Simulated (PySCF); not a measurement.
# PdSBr₂: singlet, from a trigonal pyramidal start

The task is one start of a wider search on PdSBr₂: the singlet, from a trigonal pyramidal start. It is relaxed, tested by its Hessian and followed downhill if it is a saddle.

Method: B3LYP, basis Pd def2-SVP with ECP28, S def2-SVP, Br def2-SVP, scalar-relativistic core potentials, no spin–orbit coupling, density fitting; program: PySCF 2.14.0.

## (1) Starting geometry

4 atoms, charge 0, spin multiplicity 1.

Bond lengths: Pd1–S2 2.110 Å, Pd1–Br3 2.340 Å, Pd1–Br4 2.340 Å. Angles: S2–Pd1–Br3 99.8°, S2–Pd1–Br4 99.8°, Br3–Pd1–Br4 99.8°.

Z-matrix (Å, degrees; charge 0 multiplicity 1):
```
Pd
S  1 2.1100
Br 1 2.3400 2 99.75
Br 1 2.3400 2 99.75 3 -101.77
```

## (2) Finding the electronic state

The steps below are one call of a driver around PySCF. For each, scf.py gives the equivalent set-up of the SCF; relaxations use the driver's own optimiser. After this first run the driver tries any further starts and a stability analysis.

File scf.py:

```python
from pyscf import gto, scf, dft
mol = gto.M(atom='''
Pd     0.000000     0.000000     0.000000
S     -0.931500    -1.613400     0.990600
Br     2.066100     0.000000     1.098600
Br    -1.033000     1.789300     1.098600''',
    basis={'Pd': 'def2-SVP', 'S': 'def2-SVP', 'Br': 'def2-SVP'},
    ecp={'Pd': 'def2-SVP'},
    charge=0, spin=0)
mf = dft.RKS(mol, xc='B3LYP')
mf.grids.atom_grid = (50, 194)
aux = {'Pd': 'def2-universal-JKFIT', 'S': 'def2-universal-JKFIT', 'Br': 'def2-universal-JKFIT'}
mf = mf.density_fit(auxbasis=aux)
mf.conv_tol = 1e-08
mf.diis_space = 10
mf.max_cycle = 60
mf.init_guess = 'minao'
mf.verbose = 4
mf.kernel()
```

On the command line:

```
> OMP_NUM_THREADS=2 python axn.py task.json out
```

The log of the run, shortened:

```text
[... the frontier levels of the middle cycles are left out ...]
init E= -5660.94195461438
  HOMO = -0.589152816653009  LUMO = -0.569794160991587  gap/eV = 0.52678
cycle= 1 E= -5672.08279370802  delta_E= -11.1  |g|=  2.2  |ddm|= 4.29
  HOMO = 0.0965711772509868  LUMO = 0.128213463017715  gap/eV = 0.86103
cycle= 2 E= -5652.20980397963  delta_E= 19.9  |g|= 5.96  |ddm|= 14.8
  HOMO = -0.3199996028422  LUMO = -0.293800581960499  gap/eV = 0.71291
cycle= 3 E= -5673.17227413608  delta_E=  -21  |g|= 1.25  |ddm|= 14.4
cycle= 4 E= -5672.05624008509  delta_E= 1.12  |g|= 1.91  |ddm|= 3.73
cycle= 5 E= -5673.67991128706  delta_E= -1.62  |g|= 0.501  |ddm|= 3.13
cycle= 6 E= -5673.73816341971  delta_E= -0.0583  |g|= 0.175  |ddm|= 0.641
cycle= 7 E= -5673.73940647323  delta_E= -0.00124  |g|= 0.15  |ddm|= 0.219
cycle= 8 E= -5673.74367972644  delta_E= -0.00427  |g|= 0.0751  |ddm|= 0.0894
cycle= 9 E= -5673.74502831803  delta_E= -0.00135  |g|= 0.00551  |ddm|= 0.0651
cycle= 10 E= -5673.74502172591  delta_E= 6.59e-06  |g|= 0.00724  |ddm|= 0.0154
cycle= 11 E= -5673.74503725216  delta_E= -1.55e-05  |g|= 0.00231  |ddm|= 0.00692
cycle= 12 E= -5673.74503903524  delta_E= -1.78e-06  |g|= 0.00077  |ddm|= 0.00354
cycle= 13 E= -5673.74503927002  delta_E= -2.35e-07  |g|= 0.00015  |ddm|= 0.0017
cycle= 14 E= -5673.74503928445  delta_E= -1.44e-08  |g|= 6.73e-05  |ddm|= 0.000523
cycle= 15 E= -5673.7450392885  delta_E= -4.05e-09  |g|= 1.84e-05  |ddm|= 0.0004
  HOMO = -0.266402031199735  LUMO = -0.197408626822323  gap/eV = 1.87741
Extra cycle  E= -5673.74503928773  delta_E= 7.72e-10  |g|= 5.28e-05  |ddm|= 0.000124
converged SCF energy = -5673.74503928773
```

This step, with its further starts and checks, took 27 s on 2 threads of Arm Neoverse V1, shared host.

Energies from each starting density:

```csv
start,energy (Eh)
the minimal-basis guess,-5673.745039
a thermally smeared density,-5673.745039
a smeared PBE density,-5673.745039
```

The test of internal stability and the other starts found no lower closed-shell solution.

## (3) Relaxing the singlet from the trigonal pyramidal start

The program finds Cs symmetry in the start, which this walk keeps.

Edit scf.py of step 2 so:

```diff
@@ -3,4 +3,4 @@
-Pd     0.000000     0.000000     0.000000
-S     -0.931500    -1.613400     0.990600
-Br     2.066100     0.000000     1.098600
-Br    -1.033000     1.789300     1.098600''',
+Pd    -0.174990    -0.303085    -0.693481
+S     -1.106500    -1.916479     0.297119
+Br     1.891101    -0.303079     0.405116
+Br    -1.208000     1.486220     0.405121''',
@@ -17 +16,0 @@
-mf.init_guess = 'minao'
```

Energy and gradient, step by step:

```csv
step,energy (Eh),change (kJ/mol),largest symmetric gradient (Eh/bohr)
0,-5673.745039,0.00,0.01473
1,-5673.747499,-6.46,0.00888
2,-5673.751668,-17.40,0.01293
3,-5673.752659,-20.01,0.01238
4,-5673.754906,-25.91,0.00892
5,-5673.756520,-30.14,0.00580
6,-5673.757269,-32.11,0.00294
7,-5673.757740,-33.35,0.00670
8,-5673.758100,-34.29,0.00253
9,-5673.758139,-34.39,0.00018
10,-5673.758140,-34.39,0.00006
```

The walk took 68 s.

End point (C2v, 10 steps, 34.4 kJ/mol gained): Pd–Br 2.367 Å (×2), Pd–S 2.094 Å; Br–Pd–Br 134.7°, Br–Pd–S 112.6° (×2).

## (4) Is it a minimum? Harmonic modes

The point is checked on the finer grid, and tightened if its gradient asks for it. The Hessian and the dipole derivatives come from central differences of analytic gradients, with steps of 0.02 bohr.

Edit scf.py of step 3 so:

```diff
@@ -3,4 +3,4 @@
-Pd    -0.174990    -0.303085    -0.693481
-S     -1.106500    -1.916479     0.297119
-Br     1.891101    -0.303079     0.405116
-Br    -1.208000     1.486220     0.405121''',
+Pd    -0.130527    -0.226074    -0.009949
+S     -1.176492    -2.037706    -0.089670
+Br     2.218096    -0.527921     0.024840
+Br    -1.566215     1.656992     0.024846''',
@@ -11 +11 @@
-mf.grids.atom_grid = (50, 194)
+mf.grids.atom_grid = (75, 302)
@@ -14 +14 @@
-mf.conv_tol = 1e-08
+mf.conv_tol = 1e-10
```

The driver hands on the density of the step before, so the log starts near convergence.

Log of the central SCF (cycles and frontier levels):

```text
init E= -5673.75821931448
  HOMO = -0.268270596000443  LUMO = -0.21478267010994  gap/eV = 1.45548
cycle= 1 E= -5673.75821931426  delta_E= 2.22e-10  |g|= 2.52e-05  |ddm|= 4.08e-05
  HOMO = -0.268276431360693  LUMO = -0.214785717219608  gap/eV = 1.45556
cycle= 2 E= -5673.75821930983  delta_E= 4.43e-09  |g|= 0.000118  |ddm|= 0.000177
  HOMO = -0.268272371721922  LUMO = -0.214783875920205  gap/eV = 1.45550
cycle= 3 E= -5673.75821931445  delta_E= -4.63e-09  |g|= 1.09e-05  |ddm|= 0.00014
  HOMO = -0.268271780531544  LUMO = -0.214783340036021  gap/eV = 1.45549
cycle= 4 E= -5673.7582193145  delta_E= -4.55e-11  |g|= 4.66e-07  |ddm|= 1.18e-05
  HOMO = -0.268271817208069  LUMO = -0.214783381696718  gap/eV = 1.45549
Extra cycle  E= -5673.75821931449  delta_E= 8.19e-12  |g|= 1.14e-06  |ddm|= 2.24e-06
converged SCF energy = -5673.75821931449
```

The whole step took 1.7 min.

Geometry: C2v; Pd–Br 2.368 Å (×2), Pd–S 2.093 Å; Br–Pd–Br 134.6°, Br–Pd–S 112.7° (×2).

Harmonic modes (main isotopes):

| symmetry | ω (cm⁻¹) | IR (km/mol) | type |
| --- | --- | --- | --- |
| b1 | 58 | 0.3 | bend |
| a1 | 67 | 0.2 | bend |
| b2 | 93 | 0.6 | bend |
| a1 | 225 | 2.5 | stretch |
| b2 | 293 | 23.0 | stretch |
| a1 | 478 | 5.9 | stretch |

All wavenumbers are real: a minimum.

Constants and moments:

```
Dipole moment                                                   : 0.85 D
Highest occupied level                                          : -7.30 eV
Lowest empty level                                              : -5.84 eV
Rotational constants                                            : 0.06699, 0.02237, 0.01677 cm⁻¹
Zero-point energy                                               : 7.3 kJ/mol
Principal polarisabilities                                      : 47.1, 108.7, 129.3 bohr³
Atomisation energy without zero-point energy                    : 595 kJ/mol
Principal traceless quadrupole moments about the centre of mass : -4.64, 0.21, 4.43 D Å
Entropy at 298.15 K and 1 bar                                   : 370.7 J/(mol K)
Heat capacity Cp at 298.15 K                                    : 78.0 J/(mol K)
Enthalpy at 298.15 K above 0 K                                  : 19.26 kJ/mol
Rotational symmetry number                                      : 2
```

Charges (e) and bond orders:

| atom | Mulliken | Löwdin | polar tensor | Mayer order to Pd1 |
| --- | --- | --- | --- | --- |
| Pd1 | 0.12 | -0.71 | 0.60 | – |
| S2 | 0.08 | 0.38 | -0.07 | 1.53 |
| Br3,4 | -0.10 | 0.16 | -0.27 | 0.92 |

Outer orbital energies (eV). occupied: -10.60, -9.39, -8.95, -8.72, -8.62, -8.21, -7.81, -7.30; empty: -5.84, -5.29, -0.06, 0.59.

Mulliken populations on Pd1 (outside its core potential): s 2.58, p 6.45, d 8.84, f 0.00.

## (5) Stability of the closed shell

At the lowest minimum the closed shell is tested against spin polarisation, on the (50, 194) grid. It is unstable: an open-shell solution lies lower. That solution was not followed to a minimum here.

## (6) What came out

| quantity | value |
| --- | --- |
| minimum | singlet, C2v (closed shell, unstable towards spin polarisation) |
| geometry | Pd–Br 2.368 Å (×2), Pd–S 2.093 Å; Br–Pd–Br 134.6°, Br–Pd–S 112.7° (×2) |
| wavenumbers (cm⁻¹) | 58 (b1), 67 (a1), 93 (b2), 225 (a1), 293 (b2), 478 (a1) |
| dipole moment | 0.85 D |
| highest occupied, lowest empty level | -7.30, -5.84 eV |
| polar-tensor charge of Pd1 | +0.60 e |
| zero-point energy | 7.3 kJ/mol |

The trigonal pyramidal start (Cs) ends in a minimum of C2v symmetry. The strongest infrared band lies at 293 cm⁻¹ (b2, stretch). Only this shape and spin were tried, so other structures or states may lie lower. The small gap makes a closed-shell description doubtful. A stability analysis at the minimum finds the closed shell unstable towards spin polarisation: an open-shell solution lies lower, and these values are not those of the lowest state.

The search up to here took 3.4 min on 2 threads of Arm Neoverse V1, shared host.
